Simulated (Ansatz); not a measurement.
Crystal: Ge2Sb2Te5.

```xyz
9
Lattice="6.8391 -3.0660 0.0000 6.8391 3.0660 0.0000 -6.8310 0.0000 6.8476" Properties=species:S:1:pos:R:3 pbc="T T T"
Te    5.4948    0.0000    2.6461
Te    9.5385    0.0000    1.3429
Te    0.0699    0.0000    0.0441
Te   -2.7069    0.0000    5.5452
Te    1.3918    0.0000    4.0888
Sb    8.3181    0.0000    4.0255
Sb   -1.3207    0.0000    2.8579
Ge    2.6055    0.0000    1.2862
Ge    6.7274    0.0000    0.0756
```

The cell comes from a database or a generator and needn't be the stable form of this composition.

* Program: Ansatz 0.2.0
* Task: relaxation of cell and atoms
* Functional: RPBE
* Potentials or basis: Ansatz PAW
* Cutoff: 420 eV (not typed: the program's choice for these potentials)
* k mesh: 5 × 5 × 4
* Occupations: fermi-dirac, width 0.05 eV
* Spin: no spin polarisation

At the start: volume 31.91 Å³/atom.

Question: How do energy, volume and symmetry change on relaxing?

Answer: It ends after 13 steps and the volume is 35.54 Å³/atom (+11.4 %); space group Cm (No. 8, to 0.05 Å).

The path:
```
step  energy change (eV)  largest force (eV/Å)  volume (Å³)
   1              0.0000                0.1958       287.17
   2             -0.0479                0.2109       299.10
   3             -0.0706                0.1435       299.06
   4             -0.1184                0.2115       304.82
   5             -0.1417                0.1099       310.35
   6             -0.1477                0.1056       314.91
   7             -0.1553                0.0735       316.66
   8             -0.1591                0.0369       317.68
   9             -0.1594                0.0544       318.97
  10             -0.1601                0.0214       319.96
  11             -0.1602                0.0225       319.87
  12             -0.1604                0.0035       319.82
  13             -0.1653                0.0035       319.82
```

Final structure:
```
Te Sb Ge
1.0
     7.15162   -3.09277    0.07032
     7.15162    3.09277    0.07032
    -7.07268    0.00000    7.16018
Te Sb Ge
5 2 2
Direct
  0.59330 0.59330 0.37697
  0.79618 0.79618 0.20450
  0.01159 0.01159 0.99892
  0.18179 0.18179 0.77005
  0.37625 0.37625 0.57092
  0.91355 0.91355 0.59391
  0.11236 0.11236 0.42483
  0.27544 0.27544 0.20391
  0.53955 0.53955 0.05598
```

Caveat: the plane-wave basis is chosen anew once the cell has moved, so the energies of steps on either side of that aren't comparable; the PAW data sets come from PBE, with cores solved anew for the run's functional, which leaves a small shift of forces and pressure.
